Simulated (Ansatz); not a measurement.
**UPBE0/3-21G run of HS (SMILES [SH])**

What is the electronic atomisation energy of HS at UPBE0/3-21G? 

Program for the calculation: Ansatz 0.2.0.

55 further runs of the same task are left out: 2 that didn't finish, 53 set aside as unsound or not needed.

## Step 1: Starting point

HS: 2 atoms, total charge 0, spin state doublet. SMILES: `[SH]`. The shape is that of a GFN2-xTB optimisation.

Bond lengths: S1–H2 1.330 Å.

## Step 2: The energy at UPBE0/3-21G

Contents of run.yaml:

```yaml
crystal:
  periodic: [false, false, false]
  atoms:
    - {symbol: S, position_ang: [0.568010, -0.185670, 0.292090]}
    - {symbol: H, position_ang: [-0.568010, 0.185670, -0.292090]}
basis:
  gaussian: {orbitals: 3-21G.json}
hamiltonian: {xc: pbe0}
magnetization: {spin_polarized: true, initial_magnetization: 1}
accuracy: high
```

The basis set 3-21G is read from a file made from the Basis Set Exchange's data (not shown).

On the command line:

```console
$ ansatz run run.yaml --threads 1 --pin off --max-ram 2610MiB --events-out events.jsonl --progress --plain --runs-dir runs
```

The program printed:

```text
Warning: RAYON_NUM_THREADS=1 ignored (pool sized by the plan → 1); use --threads N
Functional definition: PBE0
  name "PBE0"
  parameter a = 0.25
  parameter kappa = 0.804
  parameter beta = 0.06672455060314922
  exchange = (1 - a)*pbe_x(kappa = kappa, mu = beta*pi^2/3) + a*exact_x
  correlation = pbe_c(beta = beta)
269 factors; integrals over basis functions are off by at most 3.7e-9 eV
mean field evaluation 1: about -10792.4198 eV, gradient 4.8e0 eV
mean field evaluation 2: about -10792.5095 eV, gradient 3.5e0 eV
mean field evaluation 4: about -10792.5880 eV, gradient 1.4e-1 eV
mean field evaluation 8: about -10792.5820 eV, gradient 2.2e-3 eV
mean field evaluation 16: about -10792.5820 eV, gradient 1.8e-8 eV
mean field -10792.58203958 eV, -396.6200744797 hartree, gradient 1.7e-8 eV, S^2 0.750843; 0 other end points of the search recorded, 0 dependent functions left out
reference -10792.58204078 eV, -396.6200745237 hartree; 9, 8 occupied and 6, 7 virtual orbitals, 269 factors
Total energy: -10792.58204078 eV, -396.6200745237 hartree
```

Run time: 0.6 s. Hardware: 1 thread of Arm Neoverse V2, shared host.

## Step 3: The H atom

Contents of molecule.yaml:

```yaml
crystal:
  periodic: [false, false, false]
  atoms:
    - {symbol: H, position_ang: [0.000000, 0.000000, 0.000000]}
basis:
  gaussian:
    orbitals: 3-21G.json
magnetization:
  spin_polarized: true
  initial_magnetization: 1
hamiltonian:
  xc: {name: PBE0}
accuracy: high
```

The basis set 3-21G is read from a file made from the Basis Set Exchange's data (not shown).

Run the same way, it converges to -0.49640 Eh (log not shown).

## Step 4: The S atom, same level

Contents of job.yaml:

```yaml
crystal:
  periodic: [false, false, false]
  atoms:
    - {symbol: S, position_ang: [0.000000, 0.000000, 0.000000]}
basis:
  gaussian: {orbitals: 3-21G.json}
magnetization: {spin_polarized: true, initial_magnetization: 2}
hamiltonian: {xc: pbe0}
accuracy: high
```

The basis set 3-21G is read from a file made from the Basis Set Exchange's data (not shown).

Run the same way, it converges to -396.00573 Eh (log not shown).

## Step 5: Summary of results

Level: UPBE0/3-21G.

```
                     quantity          value
       molecule: total energy  -396.62007 Eh
               molecule: ⟨S²⟩          0.751
         H atom: total energy    -0.49640 Eh
                 H atom: ⟨S²⟩          0.750
         S atom: total energy  -396.00573 Eh
                 S atom: ⟨S²⟩          2.000
electronic atomisation energy       3.209 eV
```

In words: Taking the molecule apart into free atoms costs 3.21 eV (310 kJ/mol), before zero-point energy and without spin-orbit coupling. The basis has no polarisation functions, which makes bonds too weak.
